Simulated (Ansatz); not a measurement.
**Al2GaH (triplet): the correlation ladder, cc-pVDZ**

An exercise on one series of results from a longer session: the logs are not shown, and one member is left open.

The runs use Ansatz 0.2.0, Gaussian basis; cc-pVDZ, core rule «outside noble gas», up to 24 orbitals frozen.

The runs, in order: UHF; CCSD(T) on ROHF; CCSD(T) on UHF; BCCD(T) on ROHF; CISD as a restricted active space (open shells left free, so some higher excitations enter); CCSDT(Q) on ROHF; CCSDT(Q) on UHF; CASSCF and NEVPT2, 10 electrons in 13 orbitals.

4 further runs of the same task are left out: 4 set aside as unsound or not needed. Runs told in other sessions of the task aren't counted.

### The geometry

The geometry is a PBE0/def2-TZVP stationary point (not a proven minimum) of the parent state, kept for this charge and spin. No spin-orbit coupling is included. The filled d shell of Ga may be among the frozen orbitals whatever the setting's name suggests.

4 atoms, charge 0, spin multiplicity 3.

Atoms are counted from 1 here; the program's logs count them from 0.

Bond lengths: Al1–Ga2 2.698 Å, Ga2–Al3 2.698 Å, Ga2–H4 1.623 Å. Angles: Al1–Ga2–Al3 146.7°, Al1–Ga2–H4 106.6°, Al3–Ga2–H4 106.6°.

Set-up of the first run:

File in.yaml:

```yaml
crystal:
  periodic: [false, false, false]
  atoms:
    - {symbol: Al, position_ang: [0.000000, -0.451085, -2.584700]}
    - {symbol: Ga, position_ang: [0.000000, 0.321015, 0.000000]}
    - {symbol: Al, position_ang: [0.000000, -0.451085, 2.584700]}
    - {symbol: H, position_ang: [0.000000, 1.944415, 0.000000]}
basis:
  gaussian: {orbitals: cc-pVDZ}
magnetization: {spin_polarized: true, initial_magnetization: 2}
hamiltonian: {xc: hf}
output: {orbitals: {seedname: orbitals}}
```

Command:

```bash
$ ansatz run in.yaml --threads 1 --pin off --events-out ev --progress --plain --max-ram 4096MiB --backend cpu
```

Steps of the session up to this table: UHF; CCSD(T) on ROHF; CCSD(T) on UHF; BCCD(T) on ROHF; CISD as a restricted active space (open shells left free, so some higher excitations enter); CCSDT(Q) on ROHF; CCSDT(Q) on UHF; CASSCF and NEVPT2, 10 electrons in 13 orbitals.

One table of the session follows, with a row left open; its other results are not shown here.

```
        method  from RCCSDT(Q) (kJ/mol)
          ROHF                   +543.1
           UHF                   +521.3
          RMP2                   +148.0
          UMP2                   +160.3
          CISD                    +99.4
         RCCSD                    +36.8
         UCCSD                    +35.5
      RCCSD(T)                     +9.9
      UCCSD(T)                    +10.2
       BCCD(T)                    +10.1
        RCCSDT                        ?
        UCCSDT                     +2.3
     RCCSDT(Q)                        0
     UCCSDT(Q)                     -0.5
CASSCF valence                   +271.1
NEVPT2 valence                    +72.1
```

Q: Estimate the row for RCCSDT from the others.

As computed: from RCCSDT(Q) (kJ/mol): +2.8. In the column «from RCCSDT(Q) (kJ/mol)» it lies between UCCSDT (+2.3) and RCCSD(T) (+9.9).

Limits of these values: Warnings: spin contamination; coupled cluster took another determinant than the lowest. Restricted and unrestricted rows rest on different reference determinants; a gap between their highest levels can come from leftover correlation error, from unlike frozen cores or from another state.
